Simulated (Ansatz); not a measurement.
# H2OSeSi (SMILES O=[SiH][SeH]): single points off equilibrium

An exercise on one series of results from a longer session: the logs are not shown, and one member is left open.

Method: single points in def2-TZVPP; program: Ansatz 0.2.0, Gaussian basis.

Correlated methods freeze the cores. Filled d shells of the heavier atoms are correlated.

**Where the work starts**

SMILES `O=[SiH][SeH]`, 5 atoms, charge 0, spin multiplicity 1.

Atoms are counted from 1 here; the program's logs count them from 0.

Bond lengths: O1–Si2 1.680 Å, Si2–Se3 2.428 Å, Si2–H4 1.312 Å, Se3–H5 1.321 Å. Angles: O1–Si2–Se3 119.1°, O1–Si2–H4 121.2°, Se3–Si2–H4 116.3°, Si2–Se3–H5 84.6°.

Coordinates:

| atom | x (Å) | y (Å) | z (Å) |
| --- | --- | --- | --- |
| O1 | -1.4174 | -0.5420 | 1.4965 |
| Si2 | -0.5384 | -0.4505 | 0.0676 |
| Se3 | 0.9071 | 1.4634 | -0.3085 |
| H4 | -0.9030 | -1.1215 | -0.9992 |
| H5 | 1.8689 | 0.6633 | 0.1171 |

The first run:

run/in.yaml reads:

```yaml
crystal:
  periodic: [false, false, false]
  atoms:
    - {symbol: O, position_ang: [-1.417400, -0.542000, 1.496500]}
    - {symbol: Si, position_ang: [-0.538400, -0.450500, 0.067600]}
    - {symbol: Se, position_ang: [0.907100, 1.463400, -0.308500]}
    - {symbol: H, position_ang: [-0.903000, -1.121500, -0.999200]}
    - {symbol: H, position_ang: [1.868900, 0.663300, 0.117100]}
basis:
  gaussian: {orbitals: def2-TZVPP}
correlation: {method: ccsd_t}
output: {forces: true}
```

The command line of these runs was not kept.

Steps of the session up to this table: CCSD(T)/def2-TZVPP; PBE0-D4/def2-TZVPP; wB97M-V/def2-TZVPP; r2SCAN-D4/def2-TZVPP; PBE-D4/def2-TZVPP; CAM-B3LYP-D4/def2-TZVPP; BHLYP-D4/def2-TZVPP.

One of the session's tables, all rows but one given; the rest of the session is left out.

| method | RMS force component (eV/Å) | angle to CCSD(T) forces (°) | dipole (D) |
| --- | --- | --- | --- |
| CCSD(T) | 3.351 | reference | 3.77 |
| PBE0-D4 | 3.584 | 2.3 | 4.08 |
| wB97M-V | ? | ? | ? |
| r2SCAN-D4 | 3.469 | 1.4 | 3.87 |
| PBE-D4 | 3.372 | 3.7 | 3.70 |
| CAM-B3LYP-D4 | 3.598 | 4.2 | 4.26 |
| BHLYP-D4 | 3.714 | 6.8 | 4.49 |

**Question.** Estimate the row for wB97M-V.

**Answer.** RMS force component (eV/Å): 3.559; angle to CCSD(T) forces (°): 3.6; dipole (D): 4.20. In the column «RMS force component (eV/Å)» it lies between r2SCAN-D4 (3.469) and PBE0-D4 (3.584).
